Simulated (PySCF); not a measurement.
# C₆H₁₀BrOS+: magnetic properties

Wanted: magnetic properties for C₆H₁₀BrOS+ (`C=C(Br)[C+](CSC)OC`).

Computed with PySCF 2.14.0 and routines of our own; the level stands in each step. Atoms count from 0.

### 1 The system as given

19 atoms, charge 1, multiplicity 1; geometry from: GFN2-xTB.

### 2 Magnetic properties: GIAO B97-2/pcSseg-1

The job: settings as JSON, then the geometry in Å.

```
{"job": {"kind": "mag", "xc": "B97-2", "basis": "pcSseg-1", "isotopologues": 0}, "charge": 1, "multiplicity": 1}
C     -0.444686     2.380792     0.663809
C     -0.138806     1.508074    -0.296815
Br     0.838462     2.071266    -1.852290
C     -0.573738     0.104791    -0.261538
C      0.085416    -0.937629    -1.059035
S      1.100123    -1.216013     0.456846
C      2.602541    -0.264928     0.151266
O     -1.634000    -0.080922     0.468509
C     -2.269276    -1.350911     0.576384
H     -0.155921     3.415784     0.598370
H     -0.990868     2.071845     1.539376
H     -0.501488    -1.818109    -1.297649
H      0.682052    -0.603420    -1.900847
H      2.443521     0.791393     0.344507
H      2.950881    -0.433081    -0.862727
H      3.333201    -0.651572     0.858176
H     -1.584075    -2.092166     0.993463
H     -3.101383    -1.197359     1.261102
H     -2.651760    -1.688583    -0.388368
```

With the program's defaults for keys left out, this is: GIAO B97-2/pcSseg-1 magnetisability, rotational g tensor and spin-rotation constants, non-relativistic, gas phase.

Run with:

```console
$ OMP_NUM_THREADS=1 python excited_run.py task.json out
```

One launch serves the whole session: the jobs run in the order shown.

Log:

```text
coarse grid: 74632 points
cycle   1  E = -3282.0875498182  dE =  2.474e-01  |g| = 8.744e-01  |ddm| = 4.124e+00
cycle   2  E = -3281.8726500356  dE =  2.149e-01  |g| = 1.228e+00  |ddm| = 1.675e+00
cycle   3  E = -3282.1624312467  dE = -2.898e-01  |g| = 3.028e-01  |ddm| = 1.277e+00
cycle   4  E = -3282.1801881392  dE = -1.776e-02  |g| = 7.157e-02  |ddm| = 2.698e-01
cycle   5  E = -3282.1810336775  dE = -8.455e-04  |g| = 2.192e-02  |ddm| = 7.244e-02
cycle   6  E = -3282.1811481306  dE = -1.145e-04  |g| = 5.529e-03  |ddm| = 2.493e-02
cycle   7  E = -3282.1811540364  dE = -5.906e-06  |g| = 2.243e-03  |ddm| = 7.920e-03
final grid: 157000 points
cycle   8  E = -3282.1810915067  dE =  2.755e-06  |g| = 3.903e-03  |ddm| = 7.459e-03
cycle   9  E = -3282.1810804956  dE =  1.101e-05  |g| = 7.364e-03  |ddm| = 1.313e-02
cycle  10  E = -3282.1810957139  dE = -1.522e-05  |g| = 6.436e-04  |ddm| = 8.815e-03
cycle  11  E = -3282.1810958143  dE = -1.004e-07  |g| = 6.323e-05  |ddm| = 6.424e-04
cycle  12  E = -3282.1810958153  dE = -9.304e-10  |g| = 1.699e-05  |ddm| = 7.152e-05
converged SCF energy = -3282.1810958153

Magnetisability tensor (1e-30 J/T^2)
    -1873.50      -54.29      -54.25
      -54.29    -1681.05      118.57
      -54.25      118.57    -1779.61
isotropic -1778.05   principal values   -1898.30  -1853.45  -1582.41
isotropic susceptibility -107.077 1e-6 cm^3/mol

Inertial axes            a          b          c
rot. const./GHz      1.3341     0.6964     0.5546
chi total          -110.610   -108.247   -102.373
chi diamagnetic   -1033.556  -1700.913  -2125.651
chi paramagnetic    922.946   1592.665   2023.278
quadrupole/D A        6.747     -0.200     -6.548
g nuclear            0.5826     0.5238     0.5287
g electronic        -0.5785    -0.5211    -0.5271
g total              0.0041     0.0027     0.0016

Spin-rotation constants (kHz, H = +C I.J)
atom  isotope        aa         bb         cc
  2   79Br        1.467      1.683      1.421
  9     1H        0.066     -0.082     -0.038
 10     1H        0.039     -0.067     -0.039
 11     1H       -0.076     -0.085     -0.022
 12     1H       -0.051     -0.060     -0.049
 13     1H       -0.099     -0.051     -0.044
 14     1H       -0.134     -0.068     -0.022
 15     1H       -0.135     -0.028     -0.049
 16     1H       -0.100     -0.006     -0.071
 17     1H       -0.105     -0.013     -0.052
 18     1H       -0.157     -0.081      0.015
  0    13C*       0.693      0.140      0.181
  1    13C*       0.626      0.158      0.150
  3    13C*       0.525      0.230      0.185
  4    13C*       0.212      0.107      0.110
  5    33S*       0.242      0.149      0.163
  6    13C*       0.174      0.105      0.087
  7    17O*      -0.336     -0.114     -0.092
  8    13C*       0.204      0.165      0.116
* in the singly substituted isotopologue
```

It took 3.3 min on 1 thread of AMD EPYC, shared host; peak memory 1.2 GiB.

From this job:

```
              quantity                   value
       magnetisability        -1778·10⁻³⁰ J/T²
  molar susceptibility     -107.1·10⁻⁶ cm³/mol
rotational g (a, b, c)  0.0041, 0.0027, 0.0016
```

Orbitals, density, ELF and potential are computed afterwards from the orbital file.

Frontier orbitals at B97-2/pcSseg-1, with the share of their density that lies nearest to each atom:

```
orbital  energy (eV)                     lies on
   HOMO       -11.39  Br2 37 %; S5 22 %; C0 18 %
   LUMO        -6.99   C3 32 %; C0 18 %; S5 17 %
```

ELF in a plane through or near 6 of the atoms.

Ten even steps from '0' (0.00) to '9' (1.00):
```
0000000000000000000000000000
0000000000000000000000000000
0000000000000000000000000000
0000000000563000000000000000
0000000002785367500000000000
0000000001465899930000000000
0000000001355899300000000000
0000000000355210155101100000
0000001640011001787119980000
0000008998000112675289994000
0000004998358850014669981000
0000002521862174039992100000
0000003754838565029992000000
0000001442387885005970000000
0000000000168863000000000000
0000000000024420000000000000
0000000000000000000000000000
0000000000000000000000000000
0000000000000000000000000000
0000000000000000000000000000
```
The map spans 12.1 Å across and 11.8 Å up, centred on the molecule. Atoms in the plane (x, y in Å): S5 (-0.5, -1.4), C6 (-2.3, -1.1), H10 (0.4, 2.6), H13 (-2.5, 0.0), H16 (2.4, -1.2), H17 (3.5, 0.2).

On the surface of density 0.002 e/bohr³ the electrostatic potential runs, from the 1st to the 99th percentile, from 2.84 V near Br2 to 5.38 V near H11.

### 3 Magnetic properties: GIAO HCTH407/cc-pVDZ, grid 1

Settings changed since step 2:

```diff
@@ -1,2 +1,2 @@
-{"job": {"kind": "mag", "xc": "B97-2", "basis": "pcSseg-1", "isotopologues": 0}, "charge": 1, "multiplicity": 1}
+{"job": {"kind": "mag", "xc": "HCTH407", "basis": "cc-pVDZ", "grid": 1}, "charge": 1, "multiplicity": 1}
 C     -0.444686     2.380792     0.663809
```

With the program's defaults for keys left out, this is: GIAO HCTH407/cc-pVDZ magnetisability, rotational g tensor and spin-rotation constants, non-relativistic, gas phase.

Log:

```text
final grid: 74632 points
cycle   1  E = -3283.2214697782  dE =  2.230e-01  |g| = 6.822e-01  |ddm| = 8.448e+00
cycle   2  E = -3282.7061947692  dE =  5.153e-01  |g| = 1.669e+00  |ddm| = 3.132e+00
cycle   3  E = -3283.3098624501  dE = -6.037e-01  |g| = 2.533e-01  |ddm| = 2.348e+00
cycle   4  E = -3283.3231392740  dE = -1.328e-02  |g| = 1.281e-01  |ddm| = 6.352e-01
cycle   5  E = -3283.3265079867  dE = -3.369e-03  |g| = 6.135e-02  |ddm| = 2.935e-01
cycle   6  E = -3283.3275113146  dE = -1.003e-03  |g| = 1.996e-02  |ddm| = 1.280e-01
cycle   7  E = -3283.3276200769  dE = -1.088e-04  |g| = 4.379e-03  |ddm| = 3.717e-02
cycle   8  E = -3283.3276244522  dE = -4.375e-06  |g| = 1.673e-03  |ddm| = 8.673e-03
cycle   9  E = -3283.3276251471  dE = -6.949e-07  |g| = 5.496e-04  |ddm| = 3.515e-03
cycle  10  E = -3283.3276252350  dE = -8.783e-08  |g| = 2.222e-04  |ddm| = 1.534e-03
cycle  11  E = -3283.3276252475  dE = -1.252e-08  |g| = 1.141e-04  |ddm| = 5.805e-04
cycle  12  E = -3283.3276252511  dE = -3.601e-09  |g| = 2.068e-05  |ddm| = 2.216e-04
cycle  13  E = -3283.3276252512  dE = -1.119e-10  |g| = 7.302e-06  |ddm| = 5.347e-05
converged SCF energy = -3283.3276252512

Magnetisability tensor (1e-30 J/T^2)
    -1831.85      -48.63      -52.27
      -48.63    -1645.43      119.82
      -52.27      119.82    -1740.18
isotropic -1739.16   principal values   -1855.82  -1814.74  -1546.91
isotropic susceptibility -104.734 1e-6 cm^3/mol

Inertial axes            a          b          c
rot. const./GHz      1.3341     0.6964     0.5546
chi total          -108.284   -106.056    -99.863
chi diamagnetic   -1031.954  -1699.230  -2123.113
chi paramagnetic    923.670   1593.174   2023.251
quadrupole/D A        7.323      0.239     -7.562
g nuclear            0.5826     0.5238     0.5287
g electronic        -0.5789    -0.5213    -0.5271
g total              0.0037     0.0025     0.0016

Spin-rotation constants (kHz, H = +C I.J)
atom  isotope        aa         bb         cc
  2   79Br        1.478      1.635      1.394
  9     1H        0.061     -0.084     -0.038
 10     1H        0.035     -0.067     -0.039
 11     1H       -0.075     -0.086     -0.021
 12     1H       -0.050     -0.060     -0.049
 13     1H       -0.098     -0.051     -0.044
 14     1H       -0.134     -0.068     -0.022
 15     1H       -0.137     -0.027     -0.049
 16     1H       -0.101     -0.005     -0.072
 17     1H       -0.106     -0.013     -0.052
 18     1H       -0.158     -0.081      0.016
  0    13C*       0.615      0.126      0.163
  1    13C*       0.576      0.154      0.148
  3    13C*       0.476      0.211      0.170
  4    13C*       0.196      0.096      0.101
  5    33S*       0.239      0.148      0.162
  6    13C*       0.155      0.094      0.079
  7    17O*      -0.323     -0.112     -0.085
  8    13C*       0.181      0.151      0.106
* in the singly substituted isotopologue
```

It took 3.5 min on 1 thread of AMD EPYC, shared host; peak memory 0.86 GiB.

From this job:

```
              quantity                   value
       magnetisability        -1739·10⁻³⁰ J/T²
  molar susceptibility     -104.7·10⁻⁶ cm³/mol
rotational g (a, b, c)  0.0037, 0.0025, 0.0016
```

### 4 Magnetic properties side by side

```
                       level  ξ (10⁻³⁰ J/T²)    g(a)    g(b)  gap (eV)  functions     time
         GIAO B97-2/pcSseg-1           -1778  0.0041  0.0027      4.40        234  3.3 min
GIAO HCTH407/cc-pVDZ, grid 1           -1739  0.0037  0.0025      2.81        193  3.5 min
```

### 5 Outcome

```
                                            quantity                      value
       magnetisability (step 2, GIAO B97-2/pcSseg-1)           -1778·10⁻³⁰ J/T²
  molar susceptibility (step 2, GIAO B97-2/pcSseg-1)        -107.1·10⁻⁶ cm³/mol
rotational g (a, b, c) (step 2, GIAO B97-2/pcSseg-1)     0.0041, 0.0027, 0.0016
                     magnetisability over the levels  -1778 to -1739·10⁻³⁰ J/T²
```

In words: Steps that list no spin-orbit terms leave them out, which matters at and beside the heavy atoms. For an ion, the motion of the centre of mass in the field is left out. By nearest atom (B97-2/pcSseg-1), the HOMO sits on Br2 37 %; S5 22 % and the LUMO on C3 32 %; C0 18 %. The magnetisability spreads by 2.2 % over 2 levels of like cost. Two levels can agree by chance, so this spread shows no convergence. Vibrational averaging and real surroundings are missing from these values.
